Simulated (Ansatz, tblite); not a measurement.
**The cluster HfSi₅: a ladder of methods and basis sets**

How do method and basis change the picture of the cluster HfSi₅ (singlet)?

The runs use Ansatz 0.2.0, Gaussian basis; as each input shows.

Plan: GFN2-xTB, PBE-D4/def2-TZVP, r2SCAN-D4/def2-TZVP, BLYP-D4/def2-TZVP, revPBE-D4/def2-TZVP, PBE-D4/def2-SVP, PBE0-D4/def2-SVP, PBE0-D4/def2-TZVPD, PBE-D4/def2-TZVPD, r2SCAN-D4/def2-TZVPD, CCSD(T)/def2-TZVP, RPA/def2-TZVP.

2 further runs of the same task are left out: 2 set aside as unsound or not needed.

### Step 1. The geometry

The geometry is that of the singlet, from an earlier relaxation (PBE0-D4/def2-SVP). At that level it is the lowest of the isomers that a small search found.

6 atoms, charge 0, spin multiplicity 1.

Bond lengths: Hf1–Si2 2.640 Å, Hf1–Si3 2.551 Å, Hf1–Si4 2.508 Å, Hf1–Si6 2.640 Å, Si2–Si3 2.423 Å, Si2–Si4 2.443 Å, Si2–Si5 2.377 Å, Si3–Si6 2.421 Å, Si4–Si6 2.443 Å, Si5–Si6 2.377 Å. Angles: Si2–Hf1–Si3 55.6°, Si2–Hf1–Si4 56.6°, Si2–Hf1–Si6 55.5°, Si3–Hf1–Si4 101.8°, Si3–Hf1–Si6 55.6°, Si4–Hf1–Si6 56.6°, Hf1–Si2–Si3 60.3°, Hf1–Si2–Si4 59.0°, Hf1–Si2–Si5 111.4°, Si3–Si2–Si4 107.6°, Si3–Si2–Si5 110.7°, Si4–Si2–Si5 62.9°, Hf1–Si3–Si2 64.1°, Hf1–Si3–Si6 64.1° and more.

As a file:

```mol
HfSi5
  3D, bonds by distance, orders not assigned

  6 12  0  0  0  0  0  0  0  0999 V2000
    1.9062    0.1464    0.5204 Hf  0  0
   -0.2994    1.1485   -0.5281 Si  0  0
    1.1165   -0.2926   -1.8649 Si  0  0
   -0.2671    0.2981    1.7622 Si  0  0
   -2.2268   -0.0265    0.2176 Si  0  0
   -0.2294   -1.2738   -0.1072 Si  0  0
  1  2  8  0
  1  3  8  0
  1  4  8  0
  1  6  8  0
  2  3  8  0
  2  4  8  0
  2  5  8  0
  2  6  8  0
  3  6  8  0
  4  5  8  0
  4  6  8  0
  5  6  8  0
M  END
```

Hf takes a core potential in the def2 sets. No spin-orbit coupling is included.

PBE0-D4/def2-TZVP was run before; its log isn't repeated, and its numbers join the tables.

### Step 2. GFN2-xTB

Tight binding, by tblite at 300 K electronic temperature and without a spin-polarisation term:

```python
tblite.interface.Calculator('GFN2-xTB', numbers, positions, charge=0, uhf=0).singlepoint()
```

Energy -265.5718 eV, HOMO -6.29 eV, LUMO -6.09 eV; 0.017 s.

### Step 3. PBE-D4/def2-TZVP

start.molden holds the orbitals of an earlier run on this state, given as this run's starting guess.

in.yaml

```yaml
crystal:
  periodic: [false, false, false]
  atoms:
    - {symbol: Hf, position_ang: [1.906155, 0.146353, 0.520375]}
    - {symbol: Si, position_ang: [-0.299355, 1.148496, -0.528092]}
    - {symbol: Si, position_ang: [1.116526, -0.292629, -1.864905]}
    - {symbol: Si, position_ang: [-0.267097, 0.298055, 1.762208]}
    - {symbol: Si, position_ang: [-2.226836, -0.026463, 0.217642]}
    - {symbol: Si, position_ang: [-0.229393, -1.273812, -0.107229]}
basis:
  gaussian: {orbitals: def2-TZVP, initial_orbitals: start.molden}
hamiltonian: {xc: pbe, dispersion: d4}
scf: {omitted_lower_state_checks: [starts]}
output: {forces: true, orbitals: {seedname: orbitals}}
```

Command:

```sh
$ ansatz run in.yaml --threads 4 --pin off --events-out ev --progress --plain --max-ram 4787MiB
```

After this run come: r2SCAN-D4/def2-TZVP; BLYP-D4/def2-TZVP; revPBE-D4/def2-TZVP; PBE-D4/def2-SVP; PBE0-D4/def2-SVP; PBE0-D4/def2-TZVPD; PBE-D4/def2-TZVPD; r2SCAN-D4/def2-TZVPD; CCSD(T)/def2-TZVP; RPA/def2-TZVP.

**Question.** What will the summary of the whole plan be? Wanted: gap in def2-TZVP, named functionals, smallest and largest; correlation energy, CCSD(T)/def2-TZVP; binding an atom, functionals in def2-TZVP; PBE0 total energy, smallest basis above largest.

**Answer**, as computed:

| quantity | value |
| --- | --- |
| gap in def2-TZVP, named functionals, smallest and largest | 0.96 eV (BLYP-D4), 2.42 eV (PBE0-D4) |
| correlation energy, CCSD(T)/def2-TZVP | -26.08 eV |
| binding an atom, functionals in def2-TZVP | 3.35 (BLYP-D4) to 3.74 eV (PBE-D4) |
| PBE0 total energy, smallest basis above largest | 13.93 eV (def2-SVP, def2-TZVPD) |

Orbital gaps of the named functionals in def2-TZVP span 0.96 eV (BLYP-D4) to 2.42 eV (PBE0-D4); exact exchange widens it. Notes on CCSD(T)/def2-TZVP and its Hartree-Fock reference, which MP2 shares: restricted state is unstable towards broken spin symmetry.
